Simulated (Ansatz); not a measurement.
# BaZrO3: further runs on the relaxed cell

The task, for BaZrO3: fit an equation of state.

Computed with Ansatz 0.2.0 (DFT r2SCAN, scalar-relativistic, plane waves, PAW, unless a step's input says otherwise).

1 further run of the same task is left out (set aside as unsound or not needed). Runs told in other sessions of the task aren't counted.

**1. Starting point**

It takes space group Pm-3m (No. 221, cubic). The conventional cell has a = 4.205 Å, b = 4.205 Å, c = 4.205 Å, α = 90.00°, β = 90.00°, γ = 90.00°. Around Ba (site symmetry m-3m) lie 12 O at 2.97 Å. Around Zr (site symmetry m-3m) lie 6 O at 2.10 Å. O (site symmetry 4/mmm) is surrounded by 2 Zr at 2.10 Å and 4 Ba at 2.97 Å.

Structure file:

```cif
data_structure
_symmetry_space_group_name_H-M 'P 1'
_symmetry_Int_Tables_number 1
_cell_length_a 4.2052
_cell_length_b 4.2052
_cell_length_c 4.2052
_cell_angle_alpha 90.000
_cell_angle_beta 90.000
_cell_angle_gamma 90.000
_cell_volume 74.36
loop_
_atom_site_label
_atom_site_type_symbol
_atom_site_fract_x
_atom_site_fract_y
_atom_site_fract_z
_atom_site_occupancy
Ba1 Ba 0.00000 0.00000 0.00000 1
Zr1 Zr 0.50000 0.50000 0.50000 1
O1 O 0.00000 0.50000 0.50000 1
O2 O 0.50000 0.00000 0.50000 1
O3 O 0.50000 0.50000 0.00000 1
```

It is the result of an earlier relaxation at this level (volume 14.87 Å³/atom; gap on the mesh: 3.73 eV).

**2. Point at V/V0 = 0.97**

Input file input.yaml:

```yaml
crystal:
  lattice:
    - [4.1626965277, 0.0, 0.0]
    - [0.0, 4.1626965277, 0.0]
    - [0.0, 0.0, 4.1626965277]
  atoms:
    - { symbol: Ba, position: [0.0, 0.0, 0.0] }
    - { symbol: Zr, position: [0.5, 0.5, 0.5] }
    - { symbol: O, position: [0.0, 0.5, 0.5] }
    - { symbol: O, position: [0.5, 0.0, 0.5] }
    - { symbol: O, position: [0.5, 0.5, 0.0] }
basis:
  ecutwfc: 500
kpoints:
  mp_grid: { grid: [6, 6, 6] }
hamiltonian:
  xc: r2scan
scf:
  occupations: { method: gaussian, width: 0.02 }
output:
  forces: true
  stress: true
  eigenvalues: true
```

Started as:

```
$ ansatz run input.yaml --threads 2 --pin off --max-ram 5120MiB --backend cpu --events-out ev --progress --plain --runs-dir out
```

**3. Volume × 1.03**

input.yaml: that of step 2 with these lines changed.

```diff
@@ -2,5 +2,5 @@
   lattice:
-    - [4.1626965277, 0.0, 0.0]
-    - [0.0, 4.1626965277, 0.0]
-    - [0.0, 0.0, 4.1626965277]
+    - [4.2468140703, 0.0, 0.0]
+    - [0.0, 4.2468140703, 0.0]
+    - [0.0, 0.0, 4.2468140703]
   atoms:
```

**4. Volume × 0.94**

input.yaml: that of step 3 with these lines changed.

```diff
@@ -2,5 +2,5 @@
   lattice:
-    - [4.2468140703, 0.0, 0.0]
-    - [0.0, 4.2468140703, 0.0]
-    - [0.0, 0.0, 4.2468140703]
+    - [4.119331952, 0.0, 0.0]
+    - [0.0, 4.119331952, 0.0]
+    - [0.0, 0.0, 4.119331952]
   atoms:
```

**5. The cell scaled to 1.06 of its volume**

input.yaml: that of step 4 with these lines changed.

```diff
@@ -2,5 +2,5 @@
   lattice:
-    - [4.119331952, 0.0, 0.0]
-    - [0.0, 4.119331952, 0.0]
-    - [0.0, 0.0, 4.119331952]
+    - [4.2876513261, 0.0, 0.0]
+    - [0.0, 4.2876513261, 0.0]
+    - [0.0, 0.0, 4.2876513261]
   atoms:
```

**6. Volume × 0.91**

input.yaml: that of step 5 with these lines changed.

```diff
@@ -2,5 +2,5 @@
   lattice:
-    - [4.2876513261, 0.0, 0.0]
-    - [0.0, 4.2876513261, 0.0]
-    - [0.0, 0.0, 4.2876513261]
+    - [4.0750346269, 0.0, 0.0]
+    - [0.0, 4.0750346269, 0.0]
+    - [0.0, 0.0, 4.0750346269]
   atoms:
```

**7. The cell scaled to 1.10 of its volume**

input.yaml: that of step 6 with these lines changed.

```diff
@@ -2,5 +2,5 @@
   lattice:
-    - [4.0750346269, 0.0, 0.0]
-    - [0.0, 4.0750346269, 0.0]
-    - [0.0, 0.0, 4.0750346269]
+    - [4.3409195222, 0.0, 0.0]
+    - [0.0, 4.3409195222, 0.0]
+    - [0.0, 0.0, 4.3409195222]
   atoms:
```

**8. Volume × 0.88**

input.yaml: that of step 7 with these lines changed.

```diff
@@ -2,5 +2,5 @@
   lattice:
-    - [4.3409195222, 0.0, 0.0]
-    - [0.0, 4.3409195222, 0.0]
-    - [0.0, 0.0, 4.3409195222]
+    - [4.0297527164, 0.0, 0.0]
+    - [0.0, 4.0297527164, 0.0]
+    - [0.0, 0.0, 4.0297527164]
   atoms:
@@ -23 +23,5 @@
   eigenvalues: true
+  write_density: true
+  write_potential: true
+  elf: true
+  volumetric_format: npy
```

(Steps that only read results are left out.)

**Question.** What will these runs give? Wanted: equilibrium volume of the fit; bulk modulus.

As calculated:

| quantity | value |
| --- | --- |
| equilibrium volume of the fit | 14.87 Å³/atom |
| bulk modulus | 163 GPa |
| its pressure derivative | 4.4 |

What this shows: The fit puts the minimum at 14.87 Å³/atom with B = 163 GPa and B' = 4.4. The gap on the mesh goes from 4.04 eV at the smallest volume to 3.47 eV at the largest.
